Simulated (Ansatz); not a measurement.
# TiCo: the cost of one run

Program: Ansatz 0.2.0. Level of theory: DFT PBE, scalar-relativistic, plane waves, PAW. These are calculated values, not measurements.

These runs use a low cutoff (300 eV) and a coarse mesh on purpose, to show what cheap settings give: their numbers aren't properties of the material.

### Step 1. The system as given

Symmetry: Pm-3m, No. 221, cubic system. The conventional cell has a = 2.978 Å, b = 2.978 Å, c = 2.978 Å, α = 90.00°, β = 90.00°, γ = 90.00°. Around Ti (site symmetry m-3m) lie 8 Co at 2.58 Å. Around Co (site symmetry m-3m) lie 8 Ti at 2.58 Å.

Coordinates:

```cif
data_structure
_symmetry_space_group_name_H-M 'Pm-3m'
_symmetry_Int_Tables_number 221
_cell_length_a 2.9776
_cell_length_b 2.9776
_cell_length_c 2.9776
_cell_angle_alpha 90.000
_cell_angle_beta 90.000
_cell_angle_gamma 90.000
_cell_volume 26.40
loop_
_atom_site_label
_atom_site_type_symbol
_atom_site_symmetry_multiplicity
_atom_site_Wyckoff_symbol
_atom_site_fract_x
_atom_site_fract_y
_atom_site_fract_z
_atom_site_occupancy
Ti1 Ti 1 a 0.00000 0.00000 0.00000 1
Co1 Co 1 b 0.50000 0.50000 0.50000 1
```

This cell comes from an earlier session at PBE: 13.200 Å³/atom at -0.15 GPa, on a 6×6×6 mesh.

Volume factors to run: 0.980, 1.020, 0.960, 1.040.

### Step 2. At 0.980 of the relaxed volume

File input.yaml:

```yaml
crystal:
  lattice:
    - [2.9575928688, 0.0, 0.0]
    - [0.0, 2.9575928688, 0.0]
    - [0.0, 0.0, 2.9575928688]
  atoms:
    - { symbol: Ti, position: [0.0, 0.0, 0.0] }
    - { symbol: Co, position: [0.5, 0.5, 0.5], spin: 0.58 }
basis:
  ecutwfc: 300
  ecutrho_ratio: 4
kpoints:
  mp_grid: { grid: [6, 6, 6] }
hamiltonian:
  xc: pbe
scf:
  occupations: { method: gaussian, width: 0.05 }
output:
  forces: true
  stress: true
  eigenvalues: true
  populations: true
magnetization:
  spin_polarized: true
```

Launch:

```
ansatz run input.yaml --threads 1 --pin off --max-ram 2560MiB --backend cpu --events-out ev --progress --plain --runs-dir out
```

Q: Estimate wall time and peak memory on 1 thread of AMD EPYC 7R13 (Zen 3), shared host.

About 3.2 s, with a peak of 0.41 GiB.
